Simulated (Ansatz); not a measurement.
# AlH7N2OSi: rotation by 120° about the N1–Si2 bond

How high is the barrier for the rotation by 120° about the N1–Si2 bond? Relax the two ends, then run a nudged elastic band between them. SMILES of the start: N[SiH2][Al]([NH2])[OH].

Program: Ansatz 0.2.0. Level of theory: RKS PBE-D4/def2-SVP. These are calculated values, not measurements.

## Step 1: The system as given

Bond lengths: N1–Si2 1.726 Å, Si2–Al3 2.358 Å, Al3–N4 1.984 Å, Al3–O5 1.819 Å, N1–H6 1.079 Å, N1–H7 1.066 Å, Si2–H8 1.494 Å, Si2–H9 1.445 Å, N4–H10 1.018 Å, N4–H11 1.084 Å, O5–H12 1.025 Å. Angles (14 of 16 angles, heavy atoms first): N1–Si2–Al3 109.7°, Si2–Al3–N4 119.6°, Si2–Al3–O5 121.4°, N4–Al3–O5 118.8°, N1–Si2–H8 109.1°, N1–Si2–H9 109.3°, Al3–Si2–H8 108.6°, Al3–Si2–H9 110.7°, Si2–N1–H6 110.4°, Si2–N1–H7 108.2°, Al3–N4–H10 105.4°, Al3–N4–H11 100.4°, Al3–O5–H12 103.8°, H8–Si2–H9 109.4°.

Coordinates:

```xyz
12

N    -1.8520    0.5992    1.4835
Si   -0.6105   -0.5421    1.1144
Al    0.4750    0.0812   -0.8840
N     2.0288   -0.9723   -1.5262
O    -0.0092    1.5776   -1.7984
H    -1.4445    1.5977    1.5278
H    -2.5022    0.6668    0.6417
H     0.3939   -0.5462    2.2202
H    -1.1927   -1.8585    0.9897
H     2.6649   -1.0284   -0.7328
H     1.5723   -1.9496   -1.6322
H     0.5532    2.3193   -1.3697
```

## Step 2: Relaxing end A

input.yaml reads:

```yaml
crystal:
  periodic: [false, false, false]
  atoms:
    - { symbol: "N", position_ang: [-1.852, 0.5992, 1.4835] }
    - { symbol: Si, position_ang: [-0.6105, -0.5421, 1.1144] }
    - { symbol: Al, position_ang: [0.475, 0.0812, -0.884] }
    - { symbol: "N", position_ang: [2.0288, -0.9723, -1.5262] }
    - { symbol: O, position_ang: [-0.0092, 1.5776, -1.7984] }
    - { symbol: H, position_ang: [-1.4445, 1.5977, 1.5278] }
    - { symbol: H, position_ang: [-2.5022, 0.6668, 0.6417] }
    - { symbol: H, position_ang: [0.3939, -0.5462, 2.2202] }
    - { symbol: H, position_ang: [-1.1927, -1.8585, 0.9897] }
    - { symbol: H, position_ang: [2.6649, -1.0284, -0.7328] }
    - { symbol: H, position_ang: [1.5723, -1.9496, -1.6322] }
    - { symbol: H, position_ang: [0.5532, 2.3193, -1.3697] }
basis:
  gaussian: { orbitals: def2-SVP }
hamiltonian:
  xc: pbe
  dispersion: d4
relax:
  f_tol: 0.015
  max_steps: 40
```

Command:

```console
$ ansatz run input.yaml --threads 2 --pin off --max-ram 3072MiB --backend cpu --events-out ev --progress --plain --runs-dir out
```

What it wrote, shortened:

```text
Warning: RAYON_NUM_THREADS=2 ignored (pool sized by the plan → 2); use --threads N
[...]
Functional definition: PBE
[...]
1282 factors; their error is unknown
[...]
mean field -19594.90259021 eV, -720.0993882882 hartree, gradient 1.3e-5 eV, S^2 0.000000; 0 other end points of the search recorded, 0 dependent functions left out
[...]
reference -19594.90263539 eV, -720.0993899485 hartree; 28, 28 occupied and 85, 85 virtual orbitals, 1282 factors
relax step   1: F+E_penalty+E_count = -19595.13458299 eV  Δ(F+E_penalty+E_count) = +0.000e0 eV  max|allowed force component| = 2.847e0 eV/Å  Δτ_max = 0.0000 Å  (30 SCF iters, accepted)
[...]
relax step   5: F+E_penalty+E_count = -19596.09267740 eV  Δ(F+E_penalty+E_count) = -1.367e-1 eV  max|allowed force component| = 6.239e-1 eV/Å  Δτ_max = 0.2000 Å  (35 SCF iters, accepted)
[...]
relax step   9: F+E_penalty+E_count = -19596.38899226 eV  Δ(F+E_penalty+E_count) = -5.927e-2 eV  max|allowed force component| = 2.730e-1 eV/Å  Δτ_max = 0.2000 Å  (28 SCF iters, accepted)
[...]
relax step  13: F+E_penalty+E_count = -19596.44545351 eV  Δ(F+E_penalty+E_count) = -4.894e-4 eV  max|allowed force component| = 5.774e-2 eV/Å  Δτ_max = 0.0174 Å  (29 SCF iters, accepted)
[...]
relax step  15: F+E_penalty+E_count = -19596.44552118 eV  Δ(F+E_penalty+E_count) = +1.102e-4 eV  max|allowed force component| = 1.135e-1 eV/Å  Δτ_max = 0.0167 Å  (31 SCF iters, rejected (line search))
[...]
relax step  16: F+E_penalty+E_count = -19596.44584775 eV  Δ(F+E_penalty+E_count) = -2.164e-4 eV  max|allowed force component| = 9.713e-3 eV/Å  Δτ_max = 0.0081 Å  (30 SCF iters, accepted)
1282 factors; their error is unknown
mean field -19596.21602326 eV, -720.1476560626 hartree, gradient 2.6e-5 eV, S^2 0.000000; 1 other end points of the search recorded, 0 dependent functions left out
[...]
reference -19596.21606867 eV, -720.1476577312 hartree; 28, 28 occupied and 85, 85 virtual orbitals, 1282 factors
Total energy: -19596.44589316 eV, -720.1561036255 hartree
Atom 0 at    -1.939738     0.709440     1.617258 Å, force    -0.003689     0.003853     0.001656 eV/Å
Atom 1 at    -0.706991    -0.512818     1.261183 Å, force     0.002158    -0.005046    -0.001332 eV/Å
Atom 2 at     0.619708    -0.004860    -0.746092 Å, force     0.000584     0.000171     0.000949 eV/Å
Atom 3 at     2.025336    -0.932802    -1.353677 Å, force     0.005290    -0.005726     0.000433 eV/Å
Atom 4 at     0.066577     1.407845    -1.578187 Å, force     0.001287     0.004606    -0.009713 eV/Å
Atom 5 at    -1.550099     1.634267     1.834718 Å, force     0.000406     0.001324     0.000334 eV/Å
Atom 6 at    -2.615655     0.845352     0.856092 Å, force     0.000806     0.000442    -0.001595 eV/Å
Atom 7 at     0.168277    -0.623489     2.488323 Å, force    -0.002102    -0.001078    -0.000007 eV/Å
Atom 8 at    -1.421425    -1.837915     1.124337 Å, force     0.002892     0.000144     0.001423 eV/Å
Atom 9 at     2.386308    -1.772754    -0.894318 Å, force     0.001362     0.002939    -0.004478 eV/Å
Atom 10 at     2.589348    -0.730211    -2.183030 Å, force    -0.005282    -0.001029     0.005001 eV/Å
Atom 11 at     0.455353     1.762646    -2.392608 Å, force    -0.003712    -0.000601     0.007328 eV/Å
Dipole moment:     0.364649     0.087859    -0.450226 e Å
```

Run time: 23 s. Hardware: 2 threads of Intel Xeon 6975P-C (Granite Rapids), shared host; peak memory 0.18 GiB.

Step by step:

```
step  energy from step 1 (eV)  largest force component (eV/Å)
   1                   0.0000                          2.8469
   2                  -0.5391                          1.4699
   3                  -0.7199                          1.4671
   4                  -0.8214                          0.9123
   5                  -0.9581                          0.6239
   6                  -1.0468                          0.5594
   7                  -1.1305                          0.4603
   8                  -1.1951                          0.4604
   9                  -1.2544                          0.2730
  10                  -1.2928                          0.3533
  11                  -1.2958                          0.2205
  12                  -1.3104                          0.0529
  13                  -1.3109                          0.0577
  14                  -1.3110                          0.0675
 15x                  -1.3109                          0.1135
  16                  -1.3113                          0.0097
```

Step 1 is the start. 1 step was tried and not accepted (marked x).

After: Bond lengths: N1–Si2 1.772 Å, Si2–Al3 2.459 Å, Al3–N4 1.791 Å, Al3–O5 1.730 Å, N1–H6 1.027 Å, N1–H7 1.027 Å, Si2–H8 1.511 Å, Si2–H9 1.512 Å, N4–H10 1.023 Å, N4–H11 1.023 Å, O5–H12 0.970 Å. Angles (14 of 16 angles, heavy atoms first): N1–Si2–Al3 113.4°, Si2–Al3–N4 126.4°, Si2–Al3–O5 112.9°, N4–Al3–O5 120.7°, N1–Si2–H8 106.9°, N1–Si2–H9 107.1°, Al3–Si2–H8 111.4°, Al3–Si2–H9 111.2°, Si2–N1–H6 113.6°, Si2–N1–H7 113.6°, Al3–N4–H10 123.4°, Al3–N4–H11 127.2°, Al3–O5–H12 125.1°, H8–Si2–H9 106.4°.

## Step 3: Relaxing end B

The second end starts from a geometry with the move made by hand.

input.yaml reads:

```yaml
crystal:
  periodic: [false, false, false]
  atoms:
    - { symbol: "N", position_ang: [-1.852, 0.5992, 1.4835] }
    - { symbol: Si, position_ang: [-0.6105, -0.5421, 1.1144] }
    - { symbol: Al, position_ang: [0.96487, -0.59935, 2.86806] }
    - { symbol: "N", position_ang: [2.4655, -1.89535, 2.79686] }
    - { symbol: O, position_ang: [0.77564, 0.44414, 4.34628] }
    - { symbol: H, position_ang: [-1.4445, 1.5977, 1.5278] }
    - { symbol: H, position_ang: [-2.5022, 0.6668, 0.6417] }
    - { symbol: H, position_ang: [-1.2195, -1.89929, 0.97731] }
    - { symbol: H, position_ang: [0.02418, -0.17272, -0.12985] }
    - { symbol: H, position_ang: [2.0333, -2.80144, 2.62522] }
    - { symbol: H, position_ang: [2.94077, -1.59381, 1.87062] }
    - { symbol: H, position_ang: [0.19479, -0.12177, 4.97282] }
basis:
  gaussian: { orbitals: def2-SVP }
hamiltonian:
  xc: pbe
  dispersion: d4
relax:
  f_tol: 0.015
  max_steps: 40
output:
  orbitals: {}
```

Command:

```console
$ ansatz run input.yaml --threads 2 --pin off --max-ram 3072MiB --backend cpu --events-out ev --progress --plain --runs-dir out
```

What it wrote, shortened:

```text
Warning: RAYON_NUM_THREADS=2 ignored (pool sized by the plan → 2); use --threads N
[...]
[... 1 set-up line as earlier in the session ...]
[...]
1282 factors; their error is unknown
[...]
mean field -19594.92668113 eV, -720.1002736132 hartree, gradient 6.2e-5 eV, S^2 0.000000; 0 other end points of the search recorded, 0 dependent functions left out
[...]
reference -19594.92672729 eV, -720.1002753094 hartree; 28, 28 occupied and 85, 85 virtual orbitals, 1282 factors
relax step   1: F+E_penalty+E_count = -19595.15667882 eV  Δ(F+E_penalty+E_count) = +0.000e0 eV  max|allowed force component| = 2.723e0 eV/Å  Δτ_max = 0.0000 Å  (28 SCF iters, accepted)
[...]
relax step   5: F+E_penalty+E_count = -19596.17605165 eV  Δ(F+E_penalty+E_count) = -1.174e-1 eV  max|allowed force component| = 4.681e-1 eV/Å  Δτ_max = 0.1998 Å  (28 SCF iters, accepted)
[...]
Atom 2 at     0.929156    -0.714896     2.655491 Å, force    -0.005393     0.007435     0.001785 eV/Å
Atom 3 at     2.129322    -2.024277     2.852442 Å, force    -0.000265     0.001555     0.002069 eV/Å
Atom 4 at     0.761095     0.559133     3.811250 Å, force     0.007093    -0.007238     0.004959 eV/Å
Atom 5 at    -1.751132     1.142650     2.176801 Å, force    -0.002646     0.000698    -0.001115 eV/Å
Atom 6 at    -2.774048     0.689654     0.929941 Å, force    -0.003527     0.002012    -0.001955 eV/Å
Atom 7 at    -1.148984    -1.790912     0.274048 Å, force    -0.000816    -0.000903    -0.000122 eV/Å
Atom 8 at    -0.000319     0.194084    -0.403069 Å, force     0.000021     0.001958    -0.003612 eV/Å
Atom 9 at     2.231102    -2.799976     2.193540 Å, force     0.003912    -0.004799     0.000855 eV/Å
Atom 10 at     2.797806    -2.136387     3.618232 Å, force     0.000530    -0.001897    -0.002145 eV/Å
Atom 11 at     1.244589     0.644195     4.647062 Å, force    -0.005212     0.002278    -0.007642 eV/Å
Dipole moment:     0.294422    -0.049915     0.263620 e Å
```

Run time: 26 s. Hardware: 2 threads of Intel Xeon 6975P-C (Granite Rapids), shared host; peak memory 0.18 GiB.

The steps of the relaxation:

```
step  energy from step 1 (eV)  largest force component (eV/Å)
   1                   0.0000                          2.7231
   2                  -0.5645                          1.5126
   3                  -0.7549                          1.0818
   4                  -0.9020                          0.4705
   5                  -1.0194                          0.4681
   6                  -1.1139                          0.4053
   7                  -1.1859                          0.4621
   8                  -1.2499                          0.2816
   9                  -1.2689                          1.2446
  10                  -1.3213                          0.1803
  11                  -1.3356                          0.0973
  12                  -1.3369                          0.0557
  13                  -1.3386                          0.0293
  14                  -1.3394                          0.0661
  15                  -1.3399                          0.0467
  16                  -1.3401                          0.0254
  17                  -1.3403                          0.0418
  18                  -1.3404                          0.0200
  19                  -1.3405                          0.0076
```

Step 1 is the start.

After: Bond lengths: N1–Si2 1.760 Å, Si2–Al3 2.441 Å, Al3–N4 1.787 Å, Al3–O5 1.728 Å, N1–H6 1.024 Å, N1–H7 1.024 Å, Si2–H8 1.512 Å, Si2–H9 1.523 Å, N4–H10 1.023 Å, N4–H11 1.023 Å, O5–H12 0.969 Å. Angles (14 of 16 angles, heavy atoms first): N1–Si2–Al3 103.6°, Si2–Al3–N4 126.2°, Si2–Al3–O5 111.7°, N4–Al3–O5 122.1°, N1–Si2–H8 108.3°, N1–Si2–H9 116.3°, Al3–Si2–H8 113.2°, Al3–Si2–H9 111.8°, Si2–N1–H6 115.4°, Si2–N1–H7 118.8°, Al3–N4–H10 123.5°, Al3–N4–H11 127.0°, Al3–O5–H12 126.4°, H8–Si2–H9 104.0°.

## Step 4: Nudged elastic band

crystal.atoms is end A as relaxed above, and neb.final_atoms is end B, turned to lie on A. With 7 inner images the band has 9 in all.

input.yaml reads:

```yaml
crystal:
  periodic: [false, false, false]
  atoms:
    - { symbol: "N", position_ang: [-1.939738, 0.70944, 1.617258] }
    - { symbol: Si, position_ang: [-0.706991, -0.512818, 1.261183] }
    - { symbol: Al, position_ang: [0.619708, -0.00486, -0.746092] }
    - { symbol: "N", position_ang: [2.025336, -0.932802, -1.353677] }
    - { symbol: O, position_ang: [0.066577, 1.407845, -1.578187] }
    - { symbol: H, position_ang: [-1.550099, 1.634267, 1.834718] }
    - { symbol: H, position_ang: [-2.615655, 0.845352, 0.856092] }
    - { symbol: H, position_ang: [0.168277, -0.623489, 2.488323] }
    - { symbol: H, position_ang: [-1.421425, -1.837915, 1.124337] }
    - { symbol: H, position_ang: [2.386308, -1.772754, -0.894318] }
    - { symbol: H, position_ang: [2.589348, -0.730211, -2.18303] }
    - { symbol: H, position_ang: [0.455353, 1.762646, -2.392608] }
basis:
  gaussian: { orbitals: def2-SVP }
hamiltonian:
  xc: pbe
  dispersion: d4
neb:
  order_check: false
  images: 7
  f_tol: 0.03
  max_iterations: 60
  initial_path: idpp
  final_atoms:
    - { symbol: "N", position_ang: [-1.55586786, 0.95787127, 1.55264681] }
    - { symbol: Si, position_ang: [-0.78841325, -0.57469013, 1.15407282] }
    - { symbol: Al, position_ang: [0.60375065, -0.03280917, -0.77641306] }
    - { symbol: "N", position_ang: [2.12179345, -0.85044973, -1.24617544] }
    - { symbol: O, position_ang: [-0.0511878, 1.28256349, -1.68637109] }
    - { symbol: H, position_ang: [-1.87528168, 1.51092718, 0.75160587] }
    - { symbol: H, position_ang: [-2.26606915, 0.97748244, 2.29074337] }
    - { symbol: H, position_ang: [0.0101663, -1.03225559, 2.35352489] }
    - { symbol: H, position_ang: [-1.72390831, -1.74243861, 0.86801045] }
    - { symbol: H, position_ang: [2.53958545, -1.61529203, -0.71074473] }
    - { symbol: H, position_ang: [2.71120169, -0.6371127, -2.05423427] }
    - { symbol: H, position_ang: [0.3512295, 1.70090457, -2.46266662] }
```

Command:

```console
$ ansatz run input.yaml --threads 2 --pin off --max-ram 3072MiB --backend cpu --events-out ev --progress --plain --runs-dir out
```

What it wrote, shortened:

```text
Warning: RAYON_NUM_THREADS=2 ignored (pool sized by the plan → 2); use --threads N
[...]
[... 1 set-up line as earlier in the session ...]
[...]
1282 factors; their error is unknown
[...]
mean field -19596.21602153 eV, -720.1476559988 hartree, gradient 5.6e-5 eV, S^2 0.000000; 0 other end points of the search recorded, 0 dependent functions left out
[...]
reference -19596.21606690 eV, -720.1476576661 hartree; 28, 28 occupied and 85, 85 virtual orbitals, 1282 factors
1282 factors; their error is unknown
[...]
mean field -19596.26244245 eV, -720.1493619361 hartree, gradient 4.5e-5 eV, S^2 0.000000; 0 other end points of the search recorded, 0 dependent functions left out
[...]
reference -19596.26248945 eV, -720.1493636637 hartree; 28, 28 occupied and 85, 85 virtual orbitals, 1282 factors
NEB end point (image 0): max|allowed force component| = 9.709e-3 eV/Å (the criterion of neb.relax_end_points is 1.000e-2)
[...]
Atom 3 at     2.073625    -0.932980    -1.288790 Å, force     0.001651    -0.000309    -0.003160 eV/Å
Atom 4 at     0.311192     1.577181    -1.326220 Å, force     0.003558    -0.002612    -0.000556 eV/Å
Atom 5 at    -1.812786     1.623276     1.014152 Å, force     0.003806    -0.001744     0.004072 eV/Å
Atom 6 at    -2.926352     0.392030     0.999063 Å, force     0.001737    -0.001504     0.005055 eV/Å
Atom 7 at     0.050552    -0.582156     2.562658 Å, force    -0.000232     0.002399     0.001096 eV/Å
Atom 8 at    -1.384304    -1.846293     1.106916 Å, force     0.001009     0.000258     0.001797 eV/Å
Atom 9 at     2.360953    -1.833726    -0.898200 Å, force    -0.003003    -0.000204     0.000976 eV/Å
Atom 10 at     2.667577    -0.705306    -2.089986 Å, force    -0.001145     0.001054    -0.000410 eV/Å
Atom 11 at     0.759913     2.001849    -2.073230 Å, force    -0.000089     0.001354     0.001735 eV/Å
Dipole moment:     0.273086    -0.015259    -0.530258 e Å
this run last wrote the band of iteration 13 to <dir>; this run last wrote the band within `neb.f_tol` of iteration 11 to <dir>
```

Wall time 1.7 min (2 threads of Intel Xeon 6975P-C (Granite Rapids), shared host); peak memory 0.18 GiB.

## Step 5: What the band shows

Images 0 and 8 are the ends. Energies count from image 0; the path length is the program's own measure over all atoms.

```
image  path (Å)  energy (eV)  dihedral H7–N1–Si2–Al3 (°)  band force (eV/Å)
    0     0.000       0.0000                          59                  -
    1     0.398       0.0000                          65              0.014
    2     0.796       0.0013                          81              0.016
   3*     1.193       0.0028                         100              0.011
    4     1.652      -0.0056                         126              0.026
    5     2.110      -0.0261                         149              0.023
    6     2.568      -0.0415                         164              0.012
    7     3.026      -0.0489                         171              0.005
    8     3.484      -0.0513                         175                  -
```

The star marks the climbing image.

image, energy (eV) and a bar:
```
        0      0.000 ############################
        1      0.000 ############################
        2      0.001 #############################
        3      0.003 ##############################
        4     -0.006 #########################
        5     -0.026 ##############
        6     -0.042 #####
        7     -0.049 #
        8     -0.051
```

How the highest energy settled:

```
iteration  highest image above image 0 (eV)  largest band force (eV/Å)
        1                            0.0648                      0.455
        2                            0.0208                      0.281
        3                            0.0113                      0.147
        4                            0.0092                      0.084
        5                            0.0073                      0.086
        6                            0.0063                      0.049
        7                            0.0053                      0.048
        8                            0.0044                      0.050
        9                            0.0041                      0.038
       10                            0.0038                      0.032
       11                            0.0035                      0.023
       12                            0.0032                      0.032
       13                            0.0028                      0.026
```

The band as a trajectory file:

```xyz
12
image=0 dE=0.0000
N    -1.940    0.709    1.617
Si   -0.707   -0.513    1.261
Al    0.620   -0.005   -0.746
N     2.025   -0.933   -1.354
O     0.067    1.408   -1.578
H    -1.550    1.634    1.835
H    -2.616    0.845    0.856
H     0.168   -0.623    2.488
H    -1.421   -1.838    1.124
H     2.386   -1.773   -0.894
H     2.589   -0.730   -2.183
H     0.455    1.763   -2.393
12
image=1 dE=0.0000
N    -2.004    0.670    1.548
Si   -0.703   -0.503    1.274
Al    0.659    0.018   -0.706
N     2.024   -0.946   -1.351
O     0.170    1.485   -1.482
H    -1.670    1.637    1.635
H    -2.712    0.672    0.803
H     0.142   -0.541    2.526
H    -1.357   -1.860    1.160
H     2.351   -1.817   -0.927
H     2.593   -0.733   -2.174
H     0.583    1.864   -2.273
12
image=2 dE=0.0013
N    -2.026    0.673    1.483
Si   -0.710   -0.494    1.275
Al    0.695    0.035   -0.670
N     2.043   -0.943   -1.326
O     0.250    1.538   -1.403
H    -1.748    1.651    1.338
H    -2.830    0.497    0.871
H     0.110   -0.548    2.544
H    -1.367   -1.849    1.151
H     2.348   -1.831   -0.920
H     2.623   -0.726   -2.140
H     0.688    1.941   -2.168
12
image=3 dE=0.0028
N    -2.029    0.695    1.390
Si   -0.726   -0.494    1.266
Al    0.732    0.050   -0.629
N     2.074   -0.933   -1.289
O     0.311    1.577   -1.326
H    -1.813    1.623    1.014
H    -2.926    0.392    0.999
H     0.051   -0.582    2.563
H    -1.384   -1.846    1.107
H     2.361   -1.834   -0.898
H     2.668   -0.705   -2.090
H     0.760    2.002   -2.073
12
image=4 dE=-0.0056
N    -2.005    0.720    1.278
Si   -0.764   -0.524    1.228
Al    0.760    0.065   -0.592
N     2.128   -0.901   -1.219
O     0.327    1.588   -1.290
H    -1.852    1.549    0.699
H    -2.986    0.437    1.233
H    -0.050   -0.685    2.555
H    -1.411   -1.874    0.994
H     2.414   -1.801   -0.826
H     2.738   -0.664   -2.005
H     0.779    2.035   -2.021
12
image=5 dE=-0.0261
N    -1.981    0.741    1.203
Si   -0.818   -0.570    1.167
Al    0.776    0.073   -0.568
N     2.189   -0.861   -1.138
O     0.322    1.581   -1.283
H    -1.920    1.436    0.455
H    -2.956    0.562    1.454
H    -0.174   -0.788    2.520
H    -1.448   -1.917    0.850
H     2.477   -1.757   -0.737
H     2.826   -0.608   -1.897
H     0.785    2.051   -1.992
12
image=6 dE=-0.0415
N    -1.951    0.768    1.194
Si   -0.879   -0.618    1.081
Al    0.776    0.071   -0.576
N     2.262   -0.807   -1.040
O     0.301    1.545   -1.343
H    -2.016    1.356    0.359
H    -2.871    0.667    1.631
H    -0.286   -0.920    2.440
H    -1.544   -1.928    0.680
H     2.561   -1.684   -0.608
H     2.935   -0.535   -1.760
H     0.790    2.030   -2.025
12
image=7 dE=-0.0489
N    -1.925    0.779    1.212
Si   -0.937   -0.658    0.994
Al    0.767    0.060   -0.600
N     2.328   -0.746   -0.929
O     0.272    1.483   -1.446
H    -2.058    1.359    0.379
H    -2.803    0.710    1.736
H    -0.370   -1.070    2.334
H    -1.666   -1.905    0.509
H     2.650   -1.584   -0.440
H     3.034   -0.457   -1.611
H     0.785    1.976   -2.104
12
image=8 dE=-0.0513
N    -1.777    0.875    1.350
Si   -0.894   -0.617    1.050
Al    0.695   -0.001   -0.698
N     2.296   -0.742   -0.979
O     0.092    1.286   -1.683
H    -2.023    1.416    0.516
H    -2.572    0.857    1.997
H    -0.226   -1.041    2.338
H    -1.730   -1.827    0.654
H     2.682   -1.489   -0.396
H     2.968   -0.497   -1.710
H     0.565    1.727   -2.405
```

[end of part 1 of 2]
